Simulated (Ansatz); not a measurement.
The system is Ge2Sb2Te5.

```
Te Sb Ge
1.0
     4.29406    0.00000    0.00000
    -2.14703    3.71877    0.00000
     0.00000    0.00000   17.10135
Te Sb Ge
5 2 2
Cartesian
  2.1470 1.2396 7.1807
  0.0000 2.4792 9.9206
  0.0000 2.4792 3.4466
  2.1470 1.2396 13.6547
  0.0000 0.0000 0.0000
  0.0000 0.0000 5.4736
  0.0000 0.0000 11.6278
  2.1470 1.2396 1.7596
  0.0000 2.4792 15.3417
```

The cell comes from a database or a generator and needn't be the stable form of this composition.

* Program: Ansatz 0.2.0
* Task: relaxation of cell and atoms
* Functional: PBE
* Potentials or basis: Ansatz PAW
* Cutoff: 420 eV (not typed: the program's choice for these potentials)
* k mesh: 5 × 5 × 2
* Occupations: fermi-dirac, width 0.05 eV
* Spin: no spin polarisation

At the start: volume 30.34 Å³/atom.

Task: Where does the relaxation end?

Result: It ends after 8 steps and the volume is 31.73 Å³/atom (+4.6 %); space group P-3m1 (No. 164, to 0.05 Å).

Step by step:
```
step  energy change (eV)  largest force (eV/Å)  volume (Å³)
   1              0.0000                0.1175       273.09
   2             -0.0242                0.1643       277.01
   3             -0.0425                0.1008       278.43
   4             -0.0551                0.0277       281.48
   5             -0.0574                0.0123       283.26
   6             -0.0581                0.0044       284.91
   7             -0.0580                0.0035       285.58
   8             -0.0600                0.0035       285.58
```

Final structure:
```
Te Sb Ge
1.0
     4.28669    0.00000    0.00000
    -2.14334    3.71238    0.00000
     0.00000    0.00000   17.94529
Te Sb Ge
5 2 2
Direct
  0.66667 0.33333 0.39956
  0.33333 0.66667 0.60044
  0.33333 0.66667 0.19035
  0.66667 0.33333 0.80965
  0.00000 0.00000 0.00000
  0.00000 0.00000 0.30495
  0.00000 0.00000 0.69505
  0.66667 0.33333 0.09746
  0.33333 0.66667 0.90254
```

Caveat: the plane-wave basis is chosen anew once the cell has moved, so the energies of steps on either side of that aren't comparable; this functional lacks dispersion, which binds the layers, so the pressure and a relaxed spacing across them are unreliable.
